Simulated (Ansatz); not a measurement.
# C2H4AgNS: how energies converge with the basis set

Aim: see how fast density functionals converge with the basis set for C2H4AgNS.

The runs use Ansatz 0.2.0, Gaussian basis; one geometry, several basis sets.

Plan: PBE0-D4/def2-SVP; ωB97M-V/def2-SVP; PBE0-D4/def2-QZVPP; ωB97M-V/def2-QZVPP; the functionals' def2-TZVPP values are taken from earlier runs.

## Step 1: The geometry

All runs share one geometry, relaxed beforehand with PBE0-D4 in a triple-zeta def2 set. Ag takes the def2 core potential; no spin-orbit term is included.

SMILES `CC#[N+][Ag-][SH]`, 9 atoms, charge 0, spin multiplicity 1.

Atoms are counted from 1 here; the program's logs count them from 0.

Bond lengths: C1–C2 1.444 Å, C1–H6 1.091 Å, C1–H7 1.091 Å, C1–H8 1.091 Å, C2–N3 1.145 Å, N3–Ag4 2.095 Å, Ag4–S5 2.297 Å, S5–H9 1.344 Å. Angles: C2–C1–H6 109.8°, C2–C1–H7 109.7°, C2–C1–H8 109.8°, H6–C1–H7 109.2°, H6–C1–H8 109.2°, H7–C1–H8 109.2°, C1–C2–N3 179.9°, C2–N3–Ag4 179.7°, N3–Ag4–S5 178.5°, Ag4–S5–H9 95.0°.

## Step 2: PBE0-D4 in def2-SVP

The input, in.yaml:

```yaml
crystal:
  periodic: [false, false, false]
  atoms:
    - {symbol: C, position_ang: [-0.008605, -2.416584, 0.034619]}
    - {symbol: C, position_ang: [0.080212, -0.975763, 0.008994]}
    - {symbol: N, position_ang: [0.151752, 0.166745, -0.011370]}
    - {symbol: Ag, position_ang: [0.270714, 2.258203, -0.047999]}
    - {symbol: S, position_ang: [0.460130, 4.546460, -0.092308]}
    - {symbol: H, position_ang: [-0.580699, -2.735987, 0.907047]}
    - {symbol: H, position_ang: [0.993046, -2.846048, 0.086498]}
    - {symbol: H, position_ang: [-0.504552, -2.772553, -0.869689]}
    - {symbol: H, position_ang: [-0.862009, 4.775517, -0.015802]}
basis:
  gaussian: {orbitals: def2-SVP}
hamiltonian: {xc: pbe0, dispersion: d4}
output: {orbitals: {seedname: orbitals}}
```

Started as:

```
ansatz run in.yaml --threads 4 --pin off --events-out ev --progress --plain --max-ram 10444MiB
```

The runs that follow: ωB97M-V in def2-SVP; PBE0-D4 in def2-QZVPP; ωB97M-V in def2-QZVPP.

Q: Predict the results of all the runs planned. Wanted: PBE0-D4: double and triple zeta above quadruple; ωB97M-V: double and triple zeta above quadruple.

As calculated:

```
                                       quantity          value
PBE0-D4: double and triple zeta above quadruple  9.44, 0.61 eV
ωB97M-V: double and triple zeta above quadruple  9.62, 0.58 eV
```

In words: For PBE0-D4 the step from double to triple zeta gains 8.84 eV and the next only 0.61 eV. These are total energies; as a rule much of such shifts cancels in differences, which this series doesn't test. The LUMO of ωB97M-V is positive and keeps falling with the basis (1.23 to 0.28 eV): an unbound level that the basis holds in place.
